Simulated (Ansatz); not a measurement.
# CH9BOSi2: one species, many methods

The task here is to estimate one member of a computed series from the others.

The runs use Ansatz 0.2.0, Gaussian basis; functionals in def2-TZVPP, the program's frozen cores in correlated methods.

Levels to be run: LDA (SPW92), PBE-D4, revPBE-D4, BLYP-D4, r2SCAN-D4, B97M-V, PBE0-D4, B3LYP-D4, r2SCANh-D4, r2SCAN0-D4, HSE06-D4, BHLYP-D4, CAM-B3LYP-D4, LC-ωPBE, ωB97X-V, ωB97M-V, B2PLYP, PBE-QIDH; CCSD(T)/def2-SVP; CCSD(T)/def2-TZVPP; MP2/def2-QZVPP; extrapolation to the limit; RPA on PBE.

## The relaxed structure

All runs share one geometry, relaxed beforehand with PBE0-D4 in a triple-zeta def2 set.

SMILES `BOC([SiH3])[SiH3]`, 14 atoms, charge 0, spin multiplicity 1.

Atoms are counted from 1 here; the program's logs count them from 0.

Bond lengths: B1–O2 1.342 Å, B1–H6 1.196 Å, B1–H7 1.203 Å, O2–C3 1.436 Å, C3–Si4 1.893 Å, C3–Si5 1.893 Å, C3–H8 1.100 Å, Si4–H9 1.486 Å, Si4–H10 1.487 Å, Si4–H11 1.484 Å, Si5–H12 1.486 Å, Si5–H13 1.487 Å, Si5–H14 1.484 Å. Angles: O2–B1–H6 116.6°, O2–B1–H7 120.1°, H6–B1–H7 123.3°, B1–O2–C3 122.3°, O2–C3–Si4 108.7°, O2–C3–Si5 108.7°, O2–C3–H8 109.9°, Si4–C3–Si5 113.7°, Si4–C3–H8 107.9°, Si5–C3–H8 107.9°, C3–Si4–H9 109.4°, C3–Si4–H10 108.6°, C3–Si4–H11 110.1°, H9–Si4–H10 109.7°, H9–Si4–H11 109.5°, H10–Si4–H11 109.6°, C3–Si5–H12 109.4°, C3–Si5–H13 108.5° and more.

The first run:

Input file in.yaml:

```yaml
crystal:
  periodic: [false, false, false]
  atoms:
    - {symbol: B, position_ang: [-2.148109, 0.419727, 0.953374]}
    - {symbol: O, position_ang: [-1.268425, -0.162794, 0.124243]}
    - {symbol: C, position_ang: [0.131723, 0.156886, 0.142349]}
    - {symbol: Si, position_ang: [0.607372, 0.888617, -1.536959]}
    - {symbol: Si, position_ang: [1.103289, -1.402608, 0.595998]}
    - {symbol: H, position_ang: [-3.288926, 0.077142, 0.850533]}
    - {symbol: H, position_ang: [-1.774643, 1.241478, 1.748376]}
    - {symbol: H, position_ang: [0.332433, 0.916717, 0.912029]}
    - {symbol: H, position_ang: [-0.221580, 2.093203, -1.802756]}
    - {symbol: H, position_ang: [2.044835, 1.266854, -1.498222]}
    - {symbol: H, position_ang: [0.385746, -0.113099, -2.609830]}
    - {symbol: H, position_ang: [0.640603, -1.905507, 1.915778]}
    - {symbol: H, position_ang: [2.547291, -1.055648, 0.668929]}
    - {symbol: H, position_ang: [0.895390, -2.450170, -0.435043]}
basis:
  gaussian: {orbitals: def2-TZVPP}
hamiltonian: {xc: lda}
output: {orbitals: {seedname: orbitals}}
```

Command:

```sh
ansatz run in.yaml --threads 4 --pin off --events-out ev --progress --plain --max-ram 10444MiB
```

Among the steps run: LDA; PBE-D4 (GGA); revPBE-D4 (GGA); BLYP-D4 (GGA); r2SCAN-D4 (meta-GGA); B97M-V (meta-GGA); B3LYP-D4 (hybrid); r2SCANh-D4 (hybrid); r2SCAN0-D4 (hybrid); HSE06-D4 (hybrid); BHLYP-D4 (hybrid); CAM-B3LYP-D4 (range-separated); LC-ωPBE (range-separated); ωB97X-V (range-separated); ωB97M-V (range-separated); B2PLYP (double hybrid); PBE-QIDH (double hybrid).

One table of the session follows, with a row left open; its other results are not shown here.

It belongs to the step «Orbital energies across the functionals». 

| functional | HOMO (eV) | gap (eV) |
| --- | --- | --- |
| LDA (SPW92) | -7.14 | 5.29 |
| PBE-D4 | -6.99 | 5.41 |
| revPBE-D4 | -6.93 | 5.46 |
| BLYP-D4 | -6.85 | 5.41 |
| r2SCAN-D4 | -7.19 | 5.99 |
| B97M-V | -7.36 | 5.96 |
| PBE0-D4 | -8.19 | 7.60 |
| B3LYP-D4 | -7.98 | 7.15 |
| r2SCANh-D4 | -7.64 | 6.79 |
| r2SCAN0-D4 | -8.33 | 7.97 |
| HSE06-D4 | -7.79 | 6.82 |
| BHLYP-D4 | ? | ? |
| CAM-B3LYP-D4 | -9.53 | 10.00 |
| LC-ωPBE | -10.86 | 12.56 |
| ωB97X-V | -10.51 | 12.05 |
| ωB97M-V | -10.40 | 11.66 |

**Question.** Estimate the row for BHLYP-D4.

Worked estimate for «HOMO (eV)». Against the share of exact exchange, BLYP-D4 (0, -6.85), B3LYP-D4 (0.2, -7.98) give a slope of -5.65 per unit share; at 0.5 the line stands at -9.67.

The run gave: HOMO (eV): -9.32; gap (eV): 9.70. In «HOMO (eV)» the line misses by -0.35.
